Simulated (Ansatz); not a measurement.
# TiGe: from a guess to a relaxed structure

Aim: relax a trial structure of TiGe and see where it ends.

Computed with Ansatz 0.2.0 (DFT PBE, scalar-relativistic, plane waves, PAW, unless a step's input says otherwise).

## (1) The structure to begin with

It takes space group Fd-3m (No. 227, cubic). The conventional cell has a = 6.556 Å, b = 6.556 Å, c = 6.556 Å, α = 90.00°, β = 90.00°, γ = 90.00°. Ti (site symmetry -43m) has 4 Ti at 2.84 Å and 4 Ge at 2.84 Å as nearest neighbours. Ge (site symmetry -43m) has 4 Ti at 2.84 Å and 4 Ge at 2.84 Å as nearest neighbours.

As a file:

```cif
data_structure
_symmetry_space_group_name_H-M 'Fd-3m:1'
_symmetry_Int_Tables_number 227
_cell_length_a 6.5558
_cell_length_b 6.5558
_cell_length_c 6.5558
_cell_angle_alpha 90.000
_cell_angle_beta 90.000
_cell_angle_gamma 90.000
_cell_volume 281.75
loop_
_atom_site_label
_atom_site_type_symbol
_atom_site_symmetry_multiplicity
_atom_site_Wyckoff_symbol
_atom_site_fract_x
_atom_site_fract_y
_atom_site_fract_z
_atom_site_occupancy
Ti1 Ti 8 a 0.25000 0.25000 0.25000 1
Ge1 Ge 8 b 0.25000 0.75000 0.25000 1
```

A structure generator made this guess: random cell by space group and Wyckoff sites (Fd-3m, No. 227). Its size is a rough estimate.

## (2) The guess as it stands, on a coarse mesh

The input, input.yaml:

```yaml
crystal:
  lattice:
    - [0.0, 3.27787945, 3.27787945]
    - [3.27787945, 0.0, 3.27787945]
    - [3.27787945, 3.27787945, 0.0]
  atoms:
    - { symbol: Ti, position: [0.75, 0.75, 0.75] }
    - { symbol: Ti, position: [0.5, 0.5, 0.5] }
    - { symbol: Ge, position: [0.25, 0.25, 0.25] }
    - { symbol: Ge, position: [0.0, 0.0, 0.0] }
basis:
  ecutwfc: 420
kpoints:
  mp_grid: { grid: [4, 4, 4] }
hamiltonian:
  xc: pbe
scf:
  occupations: { method: gaussian, width: 0.1 }
  lower_state_search: "off"
output:
  forces: true
  stress: true
  eigenvalues: true
```

Launch:

```bash
$ ansatz run input.yaml --threads 1 --pin off --max-ram 2048MiB --backend cpu --events-out ev --progress --plain --runs-dir out
```

The log of the run, cut to the lines that bear on the results:

```text
Warning: RAYON_NUM_THREADS=1 ignored (pool sized by the plan → 1); use --threads N
[...]
Pseudopotentials: kind: paw
Pseudopotential: Ti, paw, valence charge 12, recommended cutoff 420 eV (normal), Ti.paw.azcp
Pseudopotential: Ge, paw, valence charge 14, recommended cutoff 420 eV (normal), Ge.paw.azcp
Functional definition: PBE
[...]
Crystal: 4 atoms, lattice volume = 70.438 Å³
Basis set: ecut = 420 eV, 1411 PW (Γ), exchange–correlation on 64×64×64 points (8 copies of the dense FFT grid, shifted against one another)
Bands: 32, of which v1, the nominal top of the filled ones, is band 26 counted from 1 (25 counted from 0)
Symmetry: 48 space group operations
Space group: Fd-3m (ITA 227), of the structure as read, at distance tolerance 4.1e-5 Å
k-points: 8 of 64
[...]
SCF iter   1: F=—  HF=-13588.897445 eV  |F-HF|=—  |Δ(HF+E_count)|=         —  Δρ=5.86e-3  dr2=1.61e-2  ethr=1.77e-3  ⟨swp⟩=5.5  Hψ=895  notcnv=0
[...]
SCF iter   6: F=-13588.897835 eV  HF=-13588.897835 eV  |F-HF|=9.24e-10  |Δ(HF+E_count)|=   4.18e-8  Δρ=6.42e-6  dr2=1.52e-8  ethr=1.92e-10  ⟨swp⟩=5.9  Hψ=894  notcnv=0
[...]
SCF converged after 6 iterations
Free energy (F): -13588.897835 eV
[...]
E sigma→0 (E₀):  -13588.886934 eV
Entropy (-TS):   -0.021801 eV (-5.450 meV/atom)
Fermi energy:    12.565964 eV
[...]
--- Forces (eV/Å), atoms counted from 1 ---
  atom   1  Ti    -0.00000000     0.00000000     0.00000000
  atom   2  Ti    -0.00000000     0.00000000     0.00000000
  atom   3  Ge     0.00000000    -0.00000000    -0.00000000
  atom   4  Ge    -0.00000000    -0.00000000     0.00000000
[...]
--- Stress (GPa, compression-positive) ---
       -4.357416       0.000000      -0.000000
       -0.000000      -4.357416      -0.000000
       -0.000000       0.000000      -4.357416
  P = ⅓ Tr σ = -4.3574 GPa (-43.574 kbar)
--- Band table (eV; the first three rows and the last of 8) ---
[...]
```

Wall time 1.4 s (1 thread of Arm Neoverse V1, shared host); peak memory 0.32 GiB.

The probe gives pressure -4.4 GPa, largest force 0.00 eV/Å, gap on this mesh none (metal). A guess like this is first relaxed loosely on the coarse mesh.

## (3) Rough relaxation on the coarse mesh

Changes to input.yaml since step 2:

```diff
@@ -23 +23,6 @@
   eigenvalues: true
+relax:
+  adjacent_minimum: "off"
+  f_tol: 0.04
+  max_steps: 70
+  cell: { stress_tol: 0.4 }
```

Launch:

```bash
$ ansatz run input.yaml --threads 1 --pin off --max-ram 2048MiB --backend cpu --events-out ev --progress --plain --runs-dir out
```

The log of the run:

```text
Warning: RAYON_NUM_THREADS=1 ignored (pool sized by the plan → 1); use --threads N
Engine: ansatz 0.2.0, aarch64-unknown-linux-gnu
Pseudopotentials: kind: paw
Pseudopotential: Ti, paw, valence charge 12, recommended cutoff 420 eV (normal), Ti.paw.azcp
Pseudopotential: Ge, paw, valence charge 14, recommended cutoff 420 eV (normal), Ge.paw.azcp
Functional definition: PBE
  parameter kappa = 0.804
  parameter beta = 0.06672455060314922
  exchange = pbe_x(kappa = kappa, mu = beta*pi^2/3)
  correlation = pbe_c(beta = beta)
Crystal: 4 atoms, lattice volume = 70.438 Å³
Basis set: ecut = 420 eV, 1411 PW (Γ), exchange–correlation on 64×64×64 points (8 copies of the dense FFT grid, shifted against one another)
Bands: 32, of which v1, the nominal top of the filled ones, is band 26 counted from 1 (25 counted from 0)
Symmetry: 48 space group operations
Space group: Fd-3m (ITA 227), of the structure as read, at distance tolerance 4.1e-5 Å
k-points: 8 of 64
Non-local potential: Ti, projectors of the file, l = 0: 3, l = 1: 2, l = 2: 3, l = 3: 1
Non-local potential: Ge, projectors of the file, l = 0: 2, l = 1: 2, l = 2: 3, l = 3: 1
PAW form: soft (Blöchl's): semilocal exchange-correlation on the pseudo side does not see the compensation charge
PAW one-centre angular grid: Ti, 590 points (default); XC on 64 Gauss nodes
PAW one-centre angular grid: Ge, 590 points (default); XC on 64 Gauss nodes
Initial density: superposition of atomic densities (neutral atoms: chi_scale 0, normalization atom), corrected by the library's trained network
Initial wavefunctions: pseudopotential atomic-orbital guess
Functional: x = pbe(κ = 0.804, μ = 0.2195149727645171), c = pbe(β = 0.06672455060314922)
SCF iter   1: F=—  HF=-13588.897445 eV  |F-HF|=—  |Δ(HF+E_count)|=         —  Δρ=5.86e-3  dr2=1.61e-2  ethr=1.77e-3  ⟨swp⟩=5.5  Hψ=895  notcnv=0
preconditioner: auto → none  [insulator: Δε(μ)=0.132 eV  Ē_g=16.567 eV  σ=0.100 eV  W_gap=0.64  n_scr=14 (ndim 8)  ℏωp=26.5 eV  f_vac=0.000  D(μ)=4.53/eV (n_scr^D=58)  ε∞_Penn≈3.6]
SCF iter   2: F=—  HF=-13588.897205 eV  |F-HF|=—  |Δ(HF+E_count)|=   2.41e-4  Δρ=2.70e-3  dr2=2.06e-3  ethr=3.10e-5  ⟨swp⟩=1.1  Hψ=321  notcnv=0
SCF iter   3: F=—  HF=-13588.897825 eV  |F-HF|=—  |Δ(HF+E_count)|=   6.20e-4  Δρ=8.63e-4  dr2=3.34e-4  ethr=3.96e-6  ⟨swp⟩=2.0  Hψ=379  notcnv=0
SCF iter   4: F=—  HF=-13588.897819 eV  |F-HF|=—  |Δ(HF+E_count)|=   5.87e-6  Δρ=1.15e-4  dr2=5.15e-6  ethr=6.42e-7  ⟨swp⟩=2.0  Hψ=395  notcnv=0
SCF iter   5: F=—  HF=-13588.897835 eV  |F-HF|=—  |Δ(HF+E_count)|=   1.55e-5  Δρ=2.40e-5  dr2=1.39e-7  ethr=9.90e-9  ⟨swp⟩=2.0  Hψ=392  notcnv=0
SCF iter   6: F=-13588.897835 eV  HF=-13588.897835 eV  |F-HF|=1.06e-9  |Δ(HF+E_count)|=   4.12e-8  Δρ=6.42e-6  dr2=1.53e-8  ethr=1.92e-10  ⟨swp⟩=5.8  Hψ=901  notcnv=0
SCF 1 converged in 6 iterations: F = -13588.897835 eV  dr2 = 1.53e-8
relax step   1: F+E_penalty+E_count = -13588.89783458 eV  Δ(F+E_penalty+E_count) = +0.000e0 eV  max|allowed force component| = 9.194e-17 eV/Å  Δτ_max = 0.0000 Å  P = -4.357 GPa  Ω = 70.438 Å³  (6 SCF iters, dr2 threshold 1.00e-7 eV, accepted)
Crystal: 4 atoms, lattice volume = 64.183 Å³
Basis set: ecut = 420 eV, 1243 PW (Γ), exchange–correlation on 64×64×64 points (8 copies of the dense FFT grid, shifted against one another)
Initial density: handed on by an earlier stage of this run
Initial wavefunctions: those handed on with the density
iter 1 solved again at ethr=2.39e-4 eV; its pass at ethr=3.10e-3 eV (dr2=1.24e-1 eV) is discarded
SCF iter   1: F=—  HF=-13588.938736 eV  |F-HF|=—  |Δ(HF+E_count)|=         —  Δρ=9.11e-3  dr2=1.23e-1  ethr=2.39e-4  ⟨swp⟩=1.0  Hψ=1205  notcnv=0
preconditioner: auto → none  [insulator: Δε(μ)=0.192 eV  Ē_g=16.562 eV  σ=0.100 eV  W_gap=0.78  n_scr=14 (ndim 8)  ℏωp=27.8 eV  f_vac=0.000  D(μ)=2.73/eV (n_scr^D=14)  ε∞_Penn≈3.8]
SCF iter   2: F=—  HF=-13588.916456 eV  |F-HF|=—  |Δ(HF+E_count)|=   2.23e-2  Δρ=1.76e-3  dr2=7.58e-4  ethr=2.36e-4  ⟨swp⟩=2.0  Hψ=362  notcnv=0
SCF iter   3: F=—  HF=-13588.916291 eV  |F-HF|=—  |Δ(HF+E_count)|=   1.65e-4  Δρ=7.07e-4  dr2=1.81e-4  ethr=1.46e-6  ⟨swp⟩=2.0  Hψ=408  notcnv=0
SCF iter   4: F=—  HF=-13588.916388 eV  |F-HF|=—  |Δ(HF+E_count)|=   9.68e-5  Δρ=3.73e-4  dr2=3.65e-5  ethr=3.48e-7  ⟨swp⟩=2.0  Hψ=386  notcnv=0
SCF iter   5: F=—  HF=-13588.916405 eV  |F-HF|=—  |Δ(HF+E_count)|=   1.72e-5  Δρ=8.44e-5  dr2=2.30e-6  ethr=7.02e-8  ⟨swp⟩=2.0  Hψ=379  notcnv=0
SCF iter   6: F=-13588.916407 eV  HF=-13588.916407 eV  |F-HF|=1.49e-8  |Δ(HF+E_count)|=   1.26e-6  Δρ=1.33e-5  dr2=7.55e-8  ethr=7.69e-10  ⟨swp⟩=5.2  Hψ=953  notcnv=0
SCF 2 converged in 6 iterations: F = -13588.916407 eV  dr2 = 7.55e-8
relax step   2: F+E_penalty+E_count = -13588.91640663 eV  Δ(F+E_penalty+E_count) = -1.857e-2 eV  max|allowed force component| = 1.926e-16 eV/Å  Δτ_max = 0.0000 Å  P = +4.184 GPa  Ω = 64.183 Å³  energy of the carried Pulay correction = +1.101e-3 eV  (6 SCF iters, dr2 threshold 4.00e-7 eV, accepted)
Crystal: 4 atoms, lattice volume = 67.102 Å³
Basis set: ecut = 420 eV, 1363 PW (Γ), exchange–correlation on 64×64×64 points (8 copies of the dense FFT grid, shifted against one another)
iter 1 solved again at ethr=6.63e-5 eV; its pass at ethr=3.10e-3 eV (dr2=3.45e-2 eV) is discarded
SCF iter   1: F=—  HF=-13588.955332 eV  |F-HF|=—  |Δ(HF+E_count)|=         —  Δρ=4.67e-3  dr2=3.43e-2  ethr=6.63e-5  ⟨swp⟩=1.0  Hψ=1225  notcnv=0
preconditioner: auto → none  [insulator: Δε(μ)=0.200 eV  Ē_g=16.782 eV  σ=0.100 eV  W_gap=0.83  n_scr=14 (ndim 8)  ℏωp=27.2 eV  f_vac=0.000  D(μ)=2.93/eV (n_scr^D=26)  ε∞_Penn≈3.6]
SCF iter   2: F=—  HF=-13588.949242 eV  |F-HF|=—  |Δ(HF+E_count)|=   6.09e-3  Δρ=8.72e-4  dr2=2.12e-4  ethr=6.60e-5  ⟨swp⟩=2.0  Hψ=318  notcnv=0
SCF iter   3: F=—  HF=-13588.949207 eV  |F-HF|=—  |Δ(HF+E_count)|=   3.48e-5  Δρ=3.36e-4  dr2=5.20e-5  ethr=4.08e-7  ⟨swp⟩=2.0  Hψ=400  notcnv=0
SCF iter   4: F=—  HF=-13588.949228 eV  |F-HF|=—  |Δ(HF+E_count)|=   2.06e-5  Δρ=1.79e-4  dr2=1.03e-5  ethr=1.00e-7  ⟨swp⟩=2.0  Hψ=381  notcnv=0
SCF iter   5: F=—  HF=-13588.949233 eV  |F-HF|=—  |Δ(HF+E_count)|=   5.37e-6  Δρ=4.22e-5  dr2=5.78e-7  ethr=1.98e-8  ⟨swp⟩=2.0  Hψ=394  notcnv=0
SCF iter   6: F=-13588.949233 eV  HF=-13588.949233 eV  |F-HF|=5.46e-12  |Δ(HF+E_count)|=   3.63e-7  Δρ=6.95e-6  dr2=1.67e-8  ethr=7.69e-10  ⟨swp⟩=5.4  Hψ=946  notcnv=0
SCF 3 converged in 6 iterations: F = -13588.949233 eV  dr2 = 1.67e-8
relax step   3: F+E_penalty+E_count = -13588.94923332 eV  Δ(F+E_penalty+E_count) = -3.283e-2 eV  max|allowed force component| = 2.543e-16 eV/Å  Δτ_max = 0.0000 Å  P = -0.344 GPa  Ω = 67.102 Å³  energy of the carried Pulay correction = +5.750e-4 eV  (6 SCF iters, dr2 threshold 4.00e-7 eV, accepted)
Initial wavefunctions: pseudopotential atomic-orbital guess (no wavefunctions were taken with the density)
iter 1 solved again at ethr=9.38e-9 eV; its pass at ethr=3.10e-3 eV (dr2=4.88e-6 eV) is discarded
SCF iter   1: F=—  HF=-13588.948683 eV  |F-HF|=—  |Δ(HF+E_count)|=         —  Δρ=3.84e-5  dr2=1.78e-7  ethr=9.38e-9  ⟨swp⟩=3.0  Hψ=1472  notcnv=0
preconditioner: auto → none  [insulator: Δε(μ)=0.189 eV  Ē_g=16.658 eV  σ=0.100 eV  W_gap=0.80  n_scr=14 (ndim 8)  ℏωp=27.2 eV  f_vac=0.000  D(μ)=2.98/eV (n_scr^D=26)  ε∞_Penn≈3.7]
SCF iter   2: F=—  HF=-13588.948699 eV  |F-HF|=—  |Δ(HF+E_count)|=   1.58e-5  Δρ=2.51e-5  dr2=1.33e-7  ethr=3.42e-10  ⟨swp⟩=2.0  Hψ=452  notcnv=0
SCF iter   3: F=—  HF=-13588.948699 eV  |F-HF|=—  |Δ(HF+E_count)|=   8.55e-8  Δρ=5.81e-6  dr2=1.44e-8  ethr=2.56e-10  ⟨swp⟩=2.0  Hψ=391  notcnv=0
iter 4 did not close the SCF: its close was put off for the readings that it lacked (scf_convergence_deferred on its scf_iter line)
SCF iter   4: F=-13588.948699 eV  HF=-13588.948699 eV  |F-HF|=3.84e-10  |Δ(HF+E_count)|=  7.64e-10  Δρ=1.21e-6  dr2=8.87e-10  ethr=2.76e-11  ⟨swp⟩=2.0  Hψ=400  notcnv=0
iter 5 did not close the SCF: its close was put off for the readings that it lacked (scf_convergence_deferred on its scf_iter line)
SCF iter   5: F=-13588.948699 eV  HF=-13588.948699 eV  |F-HF|=7.28e-12  |Δ(HF+E_count)|=  6.91e-11  Δρ=4.13e-7  dr2=4.84e-11  ethr=1.71e-12  ⟨swp⟩=2.0  Hψ=291  notcnv=0
SCF iter   6: F=-13588.948699 eV  HF=-13588.948699 eV  |F-HF|=0.00e0  |Δ(HF+E_count)|=  1.09e-11  Δρ=3.43e-8  dr2=5.73e-13  ethr=1.00e-12  ⟨swp⟩=2.0  Hψ=576  notcnv=0
SCF 4 converged in 6 iterations: F = -13588.948699 eV  dr2 = 5.73e-13
relax step   4: F+E_penalty+E_count = -13588.94869870 eV  Δ(F+E_penalty+E_count) = +5.346e-4 eV  max|allowed force component| = 2.035e-16 eV/Å  Δτ_max = 0.0000 Å  P = -0.339 GPa  Ω = 67.102 Å³  stress off target by 3.39e-1 GPa  SCF on the basis re-selected at this cell (its energy is not comparable with the rows above)  (6 SCF iters)
basis re-selected at this cell: Δ(F+E_penalty+E_count) = +5.346e-4 eV, ΔP = +0.005 GPa vs the last step (what re-selecting the basis moved, of the pressure what is left beyond the Pulay correction that the steps carried, after the strain that the cell walked since its last selection, with what the two solves' SCF thresholds leave and, on support functions, any second-order correction that the steps lacked; it is no measure of the basis error at this ecutwfc). This SCF's stress stands 3.39e-1 GPa from its target on what of the cell is left free (relax.cell.stress_tol is 4.00e-1 GPa) and its largest allowed force component is 2.04e-16 eV/Å (relax.f_tol is 4.00e-2 eV/Å): within both
SCF converged after 6 iterations
Free energy (F): -13588.948699 eV
Harris-Foulkes:  -13588.948699 eV  (|F-HF|=0.00e0)
Internal energy: -13588.933773 eV  (E = F + TS)
E sigma→0 (E₀):  -13588.941236 eV
Entropy (-TS):   -0.014926 eV (-3.731 meV/atom)
Fermi energy:    13.337992 eV
--- Per-component energies (eV) ---
  E_band       = -469.587564
  E_kinetic    = 770.672532
  E_local      = -5696.146702  (includes V_loc(G=0)·N_el)
  E_nonlocal   = 854.531798
  E_hartree    = 2471.142868
  E_xc         = -347.291784
  E_vxc        = -374.780034  (∫ρ·V_xc dr)
  E_paw        = -6134.499701  (= ΣΔE_a)
  E_vpaw       = -966.151633  (= ΣTr[D̂ρ^β])
  E_aug_tail   = 0.000780  (compensation charges beyond the density's cutoff)
  E_ewald      = -5507.343563
  E_smearing   = -0.014926  (= −TS)
  E_closure    = -0.000000  (closes the sum)
  Σ components = -13588.948699   (vs F -13588.948699, Δ=0.00e0)
--- Forces (eV/Å), atoms counted from 1 ---
  atom   1  Ti     0.00000000     0.00000000     0.00000000
  atom   2  Ti    -0.00000000    -0.00000000    -0.00000000
  atom   3  Ge     0.00000000     0.00000000     0.00000000
  atom   4  Ge    -0.00000000     0.00000000     0.00000000
  max |Σ_I F_I| component: 6.94e-17 eV/Å
--- Stress (GPa, compression-positive) ---
       -0.339030      -0.000000      -0.000000
       -0.000000      -0.339030      -0.000000
       -0.000000      -0.000000      -0.339030
  P = ⅓ Tr σ = -0.3390 GPa (-3.390 kbar)
--- Band table (eV; the first three rows and the last of 8) ---
  k-point 0: bands = ["-43.2857", "-43.1547", "-19.6593", "-19.6593", "-19.6593", "-19.4001", "-19.4001", "-19.4001", "-10.9641", "-10.9641", "-10.9641", "-10.9485", "-10.9485", "-10.8768", "-10.8768", "-10.8768", "-10.8696", "-10.8696", "1.6179", "9.7849", "10.9290", "10.9290", "10.9290", "11.9218", "11.9218", "11.9218", "12.4786", "12.4786", "15.5895", "15.5895", "15.5895", "16.1164"]
  k-point 1: bands = ["-43.2720", "-43.1684", "-19.6758", "-19.6758", "-19.6602", "-19.4039", "-19.3839", "-19.3839", "-10.9707", "-10.9707", "-10.9627", "-10.9382", "-10.9382", "-10.8837", "-10.8837", "-10.8803", "-10.8650", "-10.8650", "2.2142", "7.3250", "10.2034", "10.2034", "10.8377", "12.3361", "12.3361", "13.2239", "13.2239", "13.4626", "15.8940", "15.8940", "15.8975", "16.0961"]
  k-point 2: bands = ["-43.2529", "-43.1875", "-19.6905", "-19.6905", "-19.6622", "-19.4065", "-19.3694", "-19.3694", "-10.9746", "-10.9746", "-10.9601", "-10.9312", "-10.9312", "-10.8863", "-10.8863", "-10.8851", "-10.8641", "-10.8641", "3.2617", "5.3964", "9.7873", "9.7873", "10.7893", "12.6830", "12.6830", "13.1093", "13.9219", "13.9219", "15.2734", "15.2734", "15.8823", "16.7595"]
  k-point 7: bands = ["-43.2202", "-43.2202", "-19.7234", "-19.7234", "-19.5324", "-19.5324", "-19.3397", "-19.3397", "-10.9834", "-10.9834", "-10.9300", "-10.9300", "-10.9111", "-10.9111", "-10.9003", "-10.9003", "-10.8552", "-10.8552", "4.4561", "4.4561", "8.8494", "8.8494", "12.4033", "12.4033", "13.4179", "13.4179", "13.6341", "13.6341", "14.8538", "14.8538", "15.2394", "15.2394"]
--- Relaxed structure (3 steps of the walk, 3 accepted, 1 SCFs on fresh bases) ---
  F+E_penalty+E_count = -13588.94869870 eV   max|allowed force component| = 2.035e-16 eV/Å   (the final SCF, on the basis selected at the relaxed cell)
  cell:  # Å, volume = 67.1020 Å³
    - [-1.3263890323131332e-33, 3.2252880866482427, 3.2252880866482427]
    - [3.2252880866482427, -1.2818045270252967e-33, 3.2252880866482427]
    - [3.2252880866482427, 3.2252880866482427, -1.0827665569903128e-34]
  atoms:
    - { symbol: Ti, position: [0.7499999999999999, 0.7499999999999999, 0.7499999999999999] }
    - { symbol: Ti, position: [0.49999999999999994, 0.49999999999999994, 0.49999999999999994] }
    - { symbol: Ge, position: [0.24999999999999997, 0.24999999999999997, 0.24999999999999997] }
    - { symbol: Ge, position: [2.4471072839128093e-33, -2.2583709836169687e-33, -1.5992857679507082e-33] }
```

Wall time 5.8 s (1 thread of Arm Neoverse V1, shared host); peak memory 0.33 GiB.

The steps of the relaxation:

| step | energy from step 1 (eV/cell) | largest force component (eV/Å) | pressure (GPa) | volume (Å³) |
| --- | --- | --- | --- | --- |
| 1 | 0.0000 | 0.0000 | -4.36 | 70.44 |
| 2 | -0.0186 | 0.0000 | 4.18 | 64.18 |
| 3 | -0.0514 | 0.0000 | -0.34 | 67.10 |
| 4 | -0.0509 | 0.0000 | -0.34 | 67.10 |

Step 1 is the start. Step 4 repeats the geometry before it on a plane-wave basis chosen anew for that cell, so its energy need not be comparable with the rows above.

Lengths and angles in the start's conventional setting:

|  | before | after | change |
| --- | --- | --- | --- |
| a (Å) | 6.556 | 6.451 | -1.6 % |
| b (Å) | 6.556 | 6.451 | -1.6 % |
| c (Å) | 6.556 | 6.451 | -1.6 % |
| volume (Å³/atom) | 17.61 | 16.78 | -4.7 % |
| shortest distance (Å) | 2.839 | 2.793 | -1.6 % |
| space group (0.01 Å) | Fd-3m | Fd-3m | same |

The run keeps the 48 symmetry operations of the start, so it could not have lowered the symmetry.

## (4) Coarse relaxation, continued

The end of the coarse run is made exact in the group found at a tolerance of 0.06 Å and reduced to its primitive cell.

The input, input.yaml:

```yaml
crystal:
  lattice:
    - [0.0, 3.2252880866, 3.2252880866]
    - [3.2252880866, 0.0, 3.2252880866]
    - [3.2252880866, 3.2252880866, 0.0]
  atoms:
    - { symbol: Ti, position: [0.25, 0.25, 0.25] }
    - { symbol: Ti, position: [0.0, 0.0, 0.0] }
    - { symbol: Ge, position: [0.75, 0.75, 0.75] }
    - { symbol: Ge, position: [0.5, 0.5, 0.5] }
basis:
  ecutwfc: 420
kpoints:
  mp_grid: { grid: [6, 6, 6] }
hamiltonian:
  xc: pbe
scf:
  occupations: { method: gaussian, width: 0.1 }
  lower_state_search: "off"
output:
  forces: true
  stress: true
  eigenvalues: true
relax:
  adjacent_minimum: "off"
  f_tol: 0.04
  max_steps: 70
  cell: { stress_tol: 0.4 }
```

Launch:

```bash
$ ansatz run input.yaml --threads 1 --pin off --max-ram 2048MiB --backend cpu --events-out ev --progress --plain --runs-dir out
```

The log of the run, cut to the lines that bear on the results:

```text
Warning: RAYON_NUM_THREADS=1 ignored (pool sized by the plan → 1); use --threads N
[...]
Pseudopotentials: kind: paw
Pseudopotential: Ti, paw, valence charge 12, recommended cutoff 420 eV (normal), Ti.paw.azcp
Pseudopotential: Ge, paw, valence charge 14, recommended cutoff 420 eV (normal), Ge.paw.azcp
Functional definition: PBE
[...]
Crystal: 4 atoms, lattice volume = 67.102 Å³
Basis set: ecut = 420 eV, 1363 PW (Γ), exchange–correlation on 64×64×64 points (8 copies of the dense FFT grid, shifted against one another)
Bands: 32, of which v1, the nominal top of the filled ones, is band 26 counted from 1 (25 counted from 0)
Symmetry: 48 space group operations
Space group: Fd-3m (ITA 227), of the structure as read, at distance tolerance 4.1e-5 Å
k-points: 16 of 216
[...]
SCF iter   1: F=—  HF=-13588.962372 eV  |F-HF|=—  |Δ(HF+E_count)|=         —  Δρ=6.17e-3  dr2=2.98e-2  ethr=1.77e-3  ⟨swp⟩=5.1  Hψ=1778  notcnv=0
[...]
  atom   4  Ge    -0.00000000     0.00000000    -0.00000000
[...]
--- Stress (GPa, compression-positive) ---
        0.196017       0.000000       0.000000
        0.000000       0.196017       0.000000
        0.000000       0.000000       0.196017
  P = ⅓ Tr σ = 0.1960 GPa (1.960 kbar)
--- Band table (eV; the first three rows and the last of 16) ---
[...]
--- Relaxed structure (1 steps of the walk, 1 accepted, 1 SCFs on fresh bases) ---
  F+E_penalty+E_count = -13588.95985251 eV   max|allowed force component| = 5.551e-17 eV/Å   (the final SCF, on the basis selected at the relaxed cell)
  cell:  # Å, volume = 67.1020 Å³
    - [0.0, 3.2252880866, 3.2252880866]
    - [3.2252880866, 0.0, 3.2252880866]
    - [3.2252880866, 3.2252880866, 0.0]
  atoms:
    - { symbol: Ti, position: [0.25000000000000006, 0.25000000000000006, 0.25000000000000006] }
    - { symbol: Ti, position: [0.0, 0.0, 0.0] }
    - { symbol: Ge, position: [0.7500000000000001, 0.7500000000000001, 0.7500000000000001] }
    - { symbol: Ge, position: [0.5000000000000001, 0.5000000000000001, 0.5000000000000001] }
```

Run time: 4.9 s. Hardware: 1 thread of Arm Neoverse V1, shared host; peak memory 0.35 GiB.

Step by step:

```
step  E - E(step 1) (eV/cell)  largest force component (eV/Å)  pressure (GPa)  volume (Å³)
   1                   0.0000                          0.0000            0.20        67.10
   2                   0.0000                          0.0000            0.20        67.10
```

Step 1 is the start. Step 2 repeats the geometry before it on a plane-wave basis chosen anew for that cell, so its energy need not be comparable with the rows above.

Lengths and angles in the start's conventional setting:

|  | before | after | change |
| --- | --- | --- | --- |
| a (Å) | 6.451 | 6.451 | 0.0 % |
| b (Å) | 6.451 | 6.451 | 0.0 % |
| c (Å) | 6.451 | 6.451 | 0.0 % |
| volume (Å³/atom) | 16.78 | 16.78 | 0.0 % |
| shortest distance (Å) | 2.793 | 2.793 | 0.0 % |
| space group (0.01 Å) | Fd-3m | Fd-3m | same |

The run keeps the 48 symmetry operations of the start, so it could not have lowered the symmetry.

(Part 1 of 2 ends here.)
